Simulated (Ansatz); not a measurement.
**SnHBr3: basis-set convergence**

The task here is to estimate one member of a computed series from the others.

Program: Ansatz 0.2.0, Gaussian basis. Level of theory: one geometry, several basis sets. These are calculated values, not measurements.

Levels to be run: PBE0-D4/def2-SVP; ωB97M-V/def2-SVP; PBE0-D4/def2-QZVPP; ωB97M-V/def2-QZVPP; the functionals' def2-TZVPP values are taken from earlier runs.

## The geometry

An earlier PBE0-D4 in a triple-zeta def2 set relaxation fixed the geometry. Sn takes the def2 core potential; no spin-orbit term is included.

SMILES `[Br][SnH]([Br])[Br]`, 5 atoms, charge 0, spin multiplicity 1.

Atoms are counted from 1 here; the program's logs count them from 0.

Bond lengths: Br1–Sn2 2.454 Å, Sn2–Br3 2.454 Å, Sn2–Br4 2.454 Å, Sn2–H5 1.696 Å. Angles: Br1–Sn2–Br3 108.1°, Br1–Sn2–Br4 108.1°, Br1–Sn2–H5 110.8°, Br3–Sn2–Br4 108.1°, Br3–Sn2–H5 110.8°, Br4–Sn2–H5 110.8°.

The first run:

File in.yaml:

```yaml
crystal:
  periodic: [false, false, false]
  atoms:
    - {symbol: Br, position_ang: [-1.501817, 0.519248, 1.770709]}
    - {symbol: Sn, position_ang: [0.136059, 0.118925, -0.012346]}
    - {symbol: Br, position_ang: [1.188982, -2.060141, 0.394299]}
    - {symbol: Br, position_ang: [-1.072494, -0.003785, -2.144656]}
    - {symbol: H, position_ang: [1.299170, 1.352153, -0.049406]}
basis:
  gaussian: {orbitals: def2-SVP}
hamiltonian: {xc: pbe0, dispersion: d4}
output: {orbitals: {seedname: orbitals}}
```

On the command line:

```console
$ ansatz run in.yaml --threads 4 --pin off --events-out ev --progress --plain --max-ram 10444MiB
```

Steps of the session up to this table: PBE0-D4 in def2-SVP; ωB97M-V in def2-SVP; PBE0-D4 in def2-QZVPP; ωB97M-V in def2-QZVPP.

One of the session's tables, all rows but one given; the rest of the session is left out.

```
functional       basis  HOMO (eV)  LUMO (eV)
   PBE0-D4    def2-SVP      -8.56      -2.49
   PBE0-D4  def2-TZVPP      -8.68      -2.60
   PBE0-D4  def2-QZVPP      -8.70      -2.61
   ωB97M-V    def2-SVP     -10.74      -0.48
   ωB97M-V  def2-TZVPP          ?          ?
   ωB97M-V  def2-QZVPP     -10.90      -0.72
```

Q: Estimate the row for ωB97M-V, def2-TZVPP from the others.

As computed: HOMO (eV): -10.89; LUMO (eV): -0.67. In the column «HOMO (eV)» it lies between ωB97M-V, def2-QZVPP (-10.90) and ωB97M-V, def2-SVP (-10.74).
